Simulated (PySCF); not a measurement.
# MnSe: bond curves at several levels of theory

One table from this session's results is given with a row withheld; the runs are named, their logs left out.

Computed with PySCF 2.14.0. Level: Mn x2c-TZVPPall, Se x2c-TZVPPall, spin-free X2C with a Gaussian nucleus.

Set-up of the first run:

A driver script around PySCF takes these settings:

| Property | Result |
| --- | --- |
| atoms | Mn, Se |
| charge | 0 |
| basis | Mn x2c-TZVPPall, Se x2c-TZVPPall |
| Hamiltonian | spin-free X2C with a Gaussian nucleus |
| basis functions | 112 |
| electrons treated | 59 |
| masses in u | 54.9380, 79.9165 |
| levels | PBE0, PBE, r²SCAN, TPSS, M06, BLYP, M06-L, ωB97X, HF, MP2, SCS-MP2 |
| grid | 80 radial by 434 angular points |
| occupations | held fixed by the projection of orbital angular momentum |
| dissociation limit | Mn + Se, each in its ground configuration |
| starting distance in angstrom | 2.235 |
| values of 2S to try | 1, 3, 5, 7, 9 |

Run with:

```
$ OMP_NUM_THREADS=2 python dia.py task.json out
```

Among the steps run: Set-up; The PBE0 curve of the state that the search chose; Other states along the same grid; PBE (GGA); r²SCAN; TPSS (meta-GGA); M06 (hybrid meta-GGA); BLYP (GGA); M06-L (meta-GGA); ωB97X; ROHF.

One of the session's tables, all rows but one given; the rest of the session is left out.

It belongs to the step «The curves together». Energy (eV) from each level's lowest point:

| R (Å) | ROHF | ROHF-MP2 | ROHF-SCS-MP2 | PBE | BLYP |
| --- | --- | --- | --- | --- | --- |
| 1.887 | 2.155 | 1.255 | 1.386 | 1.050 | 1.169 |
| 1.975 | 1.176 | 0.588 | 0.678 | 0.433 | 0.514 |
| 2.062 | ? | ? | ? | ? | ? |
| 2.128 | 0.262 | 0.058 | 0.088 | 0.012 | 0.035 |
| 2.194 | 0.088 | 0.000 | 0.009 | 0.000 | 0.000 |
| 2.260 | 0.005 | 0.011 | 0.000 | 0.054 | 0.033 |
| 2.348 | 0.000 | 0.107 | 0.071 | 0.201 | 0.152 |
| 2.457 | 0.109 | 0.317 | 0.252 | 0.460 | 0.381 |
| 2.589 | 0.335 | 0.650 | 0.552 | 0.830 | 0.717 |
| 2.764 | 0.691 | 1.156 | 1.012 | 1.348 | 1.198 |

**Question.** Estimate the row for R (Å) = 2.062.

Worked estimate for «ROHF». A straight line through the neighbours (1.975, 1.176) and (2.128, 0.262) gives 1.176 + (0.262 − 1.176) × (2.062 − 1.975) / (2.128 − 1.975) = 0.656; a parabola fitted to 4 rows on both sides gives 0.543.

As computed: ROHF: 0.552; ROHF-MP2: 0.206; ROHF-SCS-MP2: 0.260; PBE: 0.112; BLYP: 0.159. In «ROHF» the line misses by +0.104 and the parabola by -0.009.

To keep in mind: The state is the lowest single determinant that the PBE0 search found; with open d or f shells the true ground state can be another one.
